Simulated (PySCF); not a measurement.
# C₂H₇NP₂Si: NMR shifts at several levels of theory, part 2 of 2

PySCF 2.14.0. Atoms count from 0. The steps go on from the part before.

## Step 8: NMR shieldings: KT2/pcSseg-1

The job: settings as JSON, then the geometry in Å.

```
{"job": {"kind": "nmr", "xc": "KT2", "basis": "pcSseg-1", "pop": false}, "charge": 0, "multiplicity": 1}
C     -0.218084     2.176346     1.404761
C     -0.143681     1.172607     0.716911
Si    -0.030476    -0.349249    -0.318022
N     -1.155632    -0.398264    -1.627543
P      2.045968    -0.537464    -1.195945
P     -0.409967    -2.180995     0.953067
H     -0.278582     3.061116     2.013565
H     -2.146974    -0.450129    -1.416068
H     -0.998394     0.195489    -2.435067
H      2.662152    -0.209289     0.051793
H      2.064570     0.822021    -1.642751
H     -1.673085    -1.684493     1.408431
H      0.287526    -1.636374     2.075907
```

Method: GIAO KT2/pcSseg-1 NMR shielding, non-relativistic, gas phase.

The log of the run:

```text
coarse grid: 12448 points
cycle   1  E = -1117.6378076671  dE =  3.944e-01  |g| = 6.101e-01  |ddm| = 3.394e+00
cycle   2  E = -1117.4877871012  dE =  1.500e-01  |g| = 9.772e-01  |ddm| = 1.781e+00
cycle   3  E = -1117.7114923158  dE = -2.237e-01  |g| = 2.548e-01  |ddm| = 1.231e+00
cycle   4  E = -1117.7277930617  dE = -1.630e-02  |g| = 9.635e-02  |ddm| = 2.840e-01
cycle   5  E = -1117.7299340546  dE = -2.141e-03  |g| = 3.746e-02  |ddm| = 1.065e-01
cycle   6  E = -1117.7302958271  dE = -3.618e-04  |g| = 6.153e-03  |ddm| = 4.008e-02
cycle   7  E = -1117.7303051262  dE = -9.299e-06  |g| = 1.785e-03  |ddm| = 1.035e-02
final grid: 106792 points
cycle   8  E = -1117.7935590222  dE = -1.760e-04  |g| = 1.972e-02  |ddm| = 6.342e-02
cycle   9  E = -1117.7934723673  dE =  8.665e-05  |g| = 2.444e-02  |ddm| = 4.290e-02
cycle  10  E = -1117.7936040541  dE = -1.317e-04  |g| = 6.939e-03  |ddm| = 3.447e-02
cycle  11  E = -1117.7936120138  dE = -7.960e-06  |g| = 3.745e-03  |ddm| = 8.647e-03
cycle  12  E = -1117.7936159136  dE = -3.900e-06  |g| = 8.076e-04  |ddm| = 3.252e-03
cycle  13  E = -1117.7936160852  dE = -1.715e-07  |g| = 9.582e-05  |ddm| = 8.766e-04
cycle  14  E = -1117.7936160872  dE = -2.047e-09  |g| = 3.894e-05  |ddm| = 1.914e-04
cycle  15  E = -1117.7936160877  dE = -5.143e-10  |g| = 8.125e-06  |ddm| = 8.101e-05
converged SCF energy = -1117.7936160877

GIAO shielding tensors (ppm)
atom      isotropic    diamagn.    paramagn.     s11        s22        s33       span
  0 C       88.785     260.962    -172.178     29.162     31.028    206.165    177.003
  1 C       95.102     263.360    -168.258     -3.494     -0.334    289.133    292.627
  2 Si     377.452     884.249    -506.797    340.030    383.077    409.249     69.220
  3 N      233.913     316.723     -82.810    214.666    239.661    247.412     32.746
  4 P      568.867     968.441    -399.574    527.249    585.854    593.499     66.251
  5 P      568.894     968.483    -399.590    517.015    590.676    598.990     81.975
  6 H       28.094      33.633      -5.540     23.873     24.041     36.367     12.494
  7 H       30.639      30.513       0.126     23.480     27.425     41.014     17.534
  8 H       30.523      30.431       0.092     23.319     27.368     40.881     17.563
  9 H       29.457      29.351       0.105     25.135     27.382     35.853     10.718
 10 H       29.098      29.281      -0.183     24.859     26.654     35.781     10.923
 11 H       29.128      29.329      -0.201     25.024     26.794     35.566     10.542
 12 H       29.468      29.428       0.040     25.017     27.274     36.113     11.096
```

It took 20 s on 1 thread of Arm Neoverse V2, shared host; peak memory 0.81 GiB.

Key values: δ C0 94.4, C1 88.1, Si2 -16.4, N3 30.4, H6 3.09, H9 1.89 ppm (means over like atoms).

## Step 9: NMR shieldings: KT3/pcSseg-1

The job, as its differences from that of step 8:

```diff
@@ -1,2 +1,2 @@
-{"job": {"kind": "nmr", "xc": "KT2", "basis": "pcSseg-1", "pop": false}, "charge": 0, "multiplicity": 1}
+{"job": {"kind": "nmr", "xc": "KT3", "basis": "pcSseg-1", "pop": false}, "charge": 0, "multiplicity": 1}
 C     -0.218084     2.176346     1.404761
```

With the program's defaults for keys left out, this is: GIAO KT3/pcSseg-1 NMR shielding, non-relativistic, gas phase.

The log of the run:

```text
coarse grid: 12448 points
cycle   1  E = -1116.7004855434  dE =  3.827e-01  |g| = 6.340e-01  |ddm| = 3.425e+00
cycle   2  E = -1116.5458419681  dE =  1.546e-01  |g| = 1.002e+00  |ddm| = 1.857e+00
cycle   3  E = -1116.7819332897  dE = -2.361e-01  |g| = 2.532e-01  |ddm| = 1.291e+00
cycle   4  E = -1116.7975609179  dE = -1.563e-02  |g| = 1.019e-01  |ddm| = 2.768e-01
cycle   5  E = -1116.7999445125  dE = -2.384e-03  |g| = 3.929e-02  |ddm| = 1.098e-01
cycle   6  E = -1116.8003415918  dE = -3.971e-04  |g| = 6.344e-03  |ddm| = 4.078e-02
cycle   7  E = -1116.8003516832  dE = -1.009e-05  |g| = 1.821e-03  |ddm| = 1.098e-02
cycle   8  E = -1116.8003527094  dE = -1.026e-06  |g| = 4.739e-04  |ddm| = 3.351e-03
final grid: 106792 points
cycle   9  E = -1116.8543605226  dE = -1.878e-04  |g| = 1.530e-02  |ddm| = 6.114e-02
cycle  10  E = -1116.8543501118  dE =  1.041e-05  |g| = 1.205e-02  |ddm| = 1.951e-02
cycle  11  E = -1116.8543698161  dE = -1.970e-05  |g| = 6.306e-03  |ddm| = 1.753e-02
cycle  12  E = -1116.8543776409  dE = -7.825e-06  |g| = 3.134e-03  |ddm| = 6.968e-03
cycle  13  E = -1116.8543802305  dE = -2.590e-06  |g| = 4.251e-04  |ddm| = 2.420e-03
cycle  14  E = -1116.8543802758  dE = -4.529e-08  |g| = 9.180e-05  |ddm| = 5.220e-04
cycle  15  E = -1116.8543802779  dE = -2.089e-09  |g| = 2.603e-05  |ddm| = 1.423e-04
cycle  16  E = -1116.8543802781  dE = -2.151e-10  |g| = 5.741e-06  |ddm| = 5.254e-05
converged SCF energy = -1116.8543802781

GIAO shielding tensors (ppm)
atom      isotropic    diamagn.    paramagn.     s11        s22        s33       span
  0 C       91.396     259.073    -167.676     30.010     32.110    212.070    182.060
  1 C       97.410     264.536    -167.126      0.055      2.997    289.178    289.122
  2 Si     382.236     883.509    -501.273    346.150    388.814    411.742     65.592
  3 N      234.981     316.163     -81.181    214.234    242.861    247.849     33.615
  4 P      564.431     968.191    -403.759    525.270    579.396    588.627     63.357
  5 P      564.466     968.230    -403.764    516.235    580.475    596.688     80.452
  6 H       28.367      34.217      -5.850     24.050     24.226     36.825     12.775
  7 H       30.841      30.630       0.210     23.673     27.667     41.182     17.509
  8 H       30.730      30.547       0.183     23.513     27.623     41.053     17.540
  9 H       29.707      29.637       0.070     25.440     27.678     36.002     10.562
 10 H       29.375      29.588      -0.212     25.207     26.967     35.952     10.745
 11 H       29.406      29.633      -0.227     25.354     27.115     35.748     10.394
 12 H       29.713      29.715      -0.002     25.331     27.561     36.247     10.916
```

Run time: 21 s. Hardware: 1 thread of Arm Neoverse V2, shared host; peak memory 0.81 GiB.

This run: δ C0 90.9, C1 84.9, Si2 -16.7, N3 27.0, H6 2.95, H9 1.77 ppm (means over like atoms).

## Step 10: Shielding tensors: B97-D/pcSseg-1

The job, as its differences from that of step 9:

```diff
@@ -1,2 +1,2 @@
-{"job": {"kind": "nmr", "xc": "KT3", "basis": "pcSseg-1", "pop": false}, "charge": 0, "multiplicity": 1}
+{"job": {"kind": "nmr", "xc": "B97-D", "basis": "pcSseg-1", "pop": false}, "charge": 0, "multiplicity": 1}
 C     -0.218084     2.176346     1.404761
```

With the program's defaults for keys left out, this is: GIAO B97-D/pcSseg-1 NMR shielding, non-relativistic, gas phase.

The log of the run:

```text
coarse grid: 12448 points
cycle   1  E = -1107.0746514764  dE =  3.659e-01  |g| = 6.303e-01  |ddm| = 3.423e+00
cycle   2  E = -1106.9158319431  dE =  1.588e-01  |g| = 1.026e+00  |ddm| = 1.749e+00
cycle   3  E = -1107.1580067303  dE = -2.422e-01  |g| = 2.326e-01  |ddm| = 1.213e+00
cycle   4  E = -1107.1708733299  dE = -1.287e-02  |g| = 9.670e-02  |ddm| = 2.588e-01
cycle   5  E = -1107.1728852737  dE = -2.012e-03  |g| = 4.398e-02  |ddm| = 1.050e-01
cycle   6  E = -1107.1733709034  dE = -4.856e-04  |g| = 5.842e-03  |ddm| = 3.981e-02
cycle   7  E = -1107.1733800609  dE = -9.157e-06  |g| = 2.210e-03  |ddm| = 1.118e-02
final grid: 106792 points
cycle   8  E = -1107.1949121671  dE = -5.920e-05  |g| = 1.131e-02  |ddm| = 4.122e-02
cycle   9  E = -1107.1948566762  dE =  5.549e-05  |g| = 1.819e-02  |ddm| = 2.865e-02
cycle  10  E = -1107.1949288881  dE = -7.221e-05  |g| = 5.891e-03  |ddm| = 2.057e-02
cycle  11  E = -1107.1949356020  dE = -6.714e-06  |g| = 3.135e-03  |ddm| = 5.942e-03
cycle  12  E = -1107.1949380075  dE = -2.405e-06  |g| = 6.193e-04  |ddm| = 2.476e-03
cycle  13  E = -1107.1949381130  dE = -1.055e-07  |g| = 4.059e-05  |ddm| = 7.655e-04
cycle  14  E = -1107.1949381133  dE = -2.819e-10  |g| = 2.332e-05  |ddm| = 1.058e-04
converged SCF energy = -1107.1949381133

GIAO shielding tensors (ppm)
atom      isotropic    diamagn.    paramagn.     s11        s22        s33       span
  0 C       83.766     260.633    -176.867     19.421     21.047    210.831    191.410
  1 C       89.621     263.245    -173.624    -11.986     -8.333    289.180    301.166
  2 Si     362.772     882.087    -519.315    325.172    370.117    393.028     67.857
  3 N      233.777     316.723     -82.946    211.549    242.381    247.400     35.851
  4 P      542.823     967.401    -424.577    501.678    558.589    568.203     66.525
  5 P      542.690     967.441    -424.751    492.264    559.555    576.251     83.987
  6 H       28.625      33.670      -5.044     24.435     24.592     36.849     12.413
  7 H       30.960      30.733       0.227     23.839     27.824     41.218     17.379
  8 H       30.850      30.643       0.207     23.685     27.778     41.087     17.402
  9 H       29.763      29.804      -0.041     25.570     27.797     35.923     10.353
 10 H       29.429      29.729      -0.300     25.330     27.092     35.864     10.534
 11 H       29.463      29.780      -0.317     25.476     27.251     35.662     10.186
 12 H       29.763      29.879      -0.117     25.461     27.669     36.159     10.699
```

It took 19 s on 1 thread of Arm Neoverse V2, shared host; peak memory 0.81 GiB.

In short: δ C0 95.4, C1 89.5, Si2 -15.5, N3 27.1, H6 2.78, H9 1.81 ppm (means over like atoms).

## Step 11: NMR shieldings: B3LYP/pcSseg-1

The job, as its differences from that of step 10:

```diff
@@ -1,2 +1,2 @@
-{"job": {"kind": "nmr", "xc": "B97-D", "basis": "pcSseg-1", "pop": false}, "charge": 0, "multiplicity": 1}
+{"job": {"kind": "nmr", "xc": "B3LYP", "basis": "pcSseg-1", "pop": false}, "charge": 0, "multiplicity": 1}
 C     -0.218084     2.176346     1.404761
```

Level: GIAO B3LYP/pcSseg-1 NMR shielding, non-relativistic, gas phase.

The log of the run:

```text
coarse grid: 12448 points
cycle   1  E = -1107.2577877492  dE =  3.793e-01  |g| = 5.576e-01  |ddm| = 3.372e+00
cycle   2  E = -1107.2082623435  dE =  4.953e-02  |g| = 7.313e-01  |ddm| = 1.281e+00
cycle   3  E = -1107.3271631264  dE = -1.189e-01  |g| = 1.277e-01  |ddm| = 7.223e-01
cycle   4  E = -1107.3306025959  dE = -3.439e-03  |g| = 5.647e-02  |ddm| = 1.422e-01
cycle   5  E = -1107.3312445073  dE = -6.419e-04  |g| = 2.687e-02  |ddm| = 5.568e-02
cycle   6  E = -1107.3314232687  dE = -1.788e-04  |g| = 2.596e-03  |ddm| = 2.234e-02
cycle   7  E = -1107.3314245989  dE = -1.330e-06  |g| = 1.127e-03  |ddm| = 4.418e-03
final grid: 106792 points
cycle   8  E = -1107.3661743979  dE = -1.421e-05  |g| = 3.827e-03  |ddm| = 1.876e-02
cycle   9  E = -1107.3661718538  dE =  2.544e-06  |g| = 5.149e-03  |ddm| = 7.784e-03
cycle  10  E = -1107.3661775269  dE = -5.673e-06  |g| = 6.817e-04  |ddm| = 4.452e-03
cycle  11  E = -1107.3661776169  dE = -9.001e-08  |g| = 3.202e-04  |ddm| = 8.219e-04
cycle  12  E = -1107.3661776393  dE = -2.236e-08  |g| = 1.176e-04  |ddm| = 2.996e-04
cycle  13  E = -1107.3661776428  dE = -3.497e-09  |g| = 2.343e-05  |ddm| = 1.107e-04
cycle  14  E = -1107.3661776429  dE = -1.369e-10  |g| = 5.397e-06  |ddm| = 3.312e-05
converged SCF energy = -1107.3661776429

GIAO shielding tensors (ppm)
atom      isotropic    diamagn.    paramagn.     s11        s22        s33       span
  0 C       77.354     261.821    -184.466      8.913     10.459    212.690    203.777
  1 C       85.179     263.940    -178.761    -22.028    -18.269    295.833    317.862
  2 Si     351.784     880.557    -528.773    314.634    358.406    382.312     67.678
  3 N      235.689     316.851     -81.162    213.256    243.986    249.825     36.569
  4 P      541.884     966.634    -424.750    500.326    556.992    568.333     68.007
  5 P      541.542     966.674    -425.132    490.310    557.606    576.710     86.400
  6 H       28.657      33.199      -4.541     24.382     24.522     37.067     12.685
  7 H       30.929      30.690       0.239     23.666     27.694     41.425     17.759
  8 H       30.816      30.603       0.214     23.511     27.643     41.295     17.784
  9 H       29.820      29.884      -0.063     25.570     27.787     36.103     10.533
 10 H       29.478      29.798      -0.319     25.304     27.088     36.042     10.738
 11 H       29.509      29.844      -0.336     25.444     27.241     35.841     10.397
 12 H       29.822      29.959      -0.137     25.467     27.665     36.333     10.866
```

It took 16 s on 1 thread of Arm Neoverse V2, shared host; peak memory 0.88 GiB.

In short: δ C0 101.9, C1 94.1, Si2 -13.9, N3 27.8, H6 2.73, H9 1.73 ppm (means over like atoms).

## Step 12: Run by run: NMR shifts

Shifts (ppm) of some atoms, chosen among heavy atoms and hydrogens apart, means over like atoms, with basis size and wall time:

```
           run     C0     C1    H6    H9    Si2    N3      P4  functions   time
   HF/pcSseg-1  111.3   89.1  3.21  1.67  -15.0  15.2  -236.4        158  8.8 s
  LDA/pcSseg-1  107.9  102.4  2.78  2.01  -14.3  37.9  -269.0        158   16 s
  PBE/pcSseg-1  100.9   94.9  2.80  1.86  -16.3  31.5  -252.4        158   21 s
 BLYP/pcSseg-1   98.0   94.0  2.70  1.74  -14.9  32.2  -239.9        158   20 s
 BP86/pcSseg-1  100.9   94.6  2.83  1.87  -15.8  30.4  -250.0        158   19 s
 OPBE/pcSseg-1   97.3   89.5  2.88  1.90  -17.9  25.7  -247.8        158   20 s
  KT2/pcSseg-1   94.4   88.1  3.09  1.89  -16.4  30.4  -243.5        158   20 s
  KT3/pcSseg-1   90.9   84.9  2.95  1.77  -16.7  27.0  -232.1        158   21 s
B97-D/pcSseg-1   95.4   89.5  2.78  1.81  -15.5  27.1  -234.9        158   19 s
B3LYP/pcSseg-1  101.9   94.1  2.73  1.73  -13.9  27.8  -244.3        158   16 s
```

## Step 13: Summary of results

This closing draws on all 2 parts.

| quantity | value |
| --- | --- |
| 13C shifts against TMS (HF/pcSseg-1) | 111.3, 89.1 ppm |
| 1H shifts against TMS (HF/pcSseg-1, means over atoms taken as alike) | 3.21, 1.67, 0.66 ppm |
| 29Si shifts against TMS (HF/pcSseg-1) | -15.0 ppm |
| 15N shifts against NH3 (HF/pcSseg-1) | 15.2 ppm |
| 31P shifts against H3PO4 (HF/pcSseg-1, means over atoms taken as alike) | -236.4 ppm |
| range of the shift of P4 (with its like atoms) | -269.0 to -232.1 ppm |

What this shows: Single values in the summary come from the first sound run of each kind (HF/pcSseg-1), which need not be the best level. At HF/pcSseg-1: Shielding is most anisotropic at C1 (span 319 ppm, paramagnetic term -165 ppm). In ppm, P4 (with its like atoms) moves most: its shift spreads over 36.9 ppm, from -269.0 (LDA/pcSseg-1) to -232.1 (KT3/pcSseg-1).
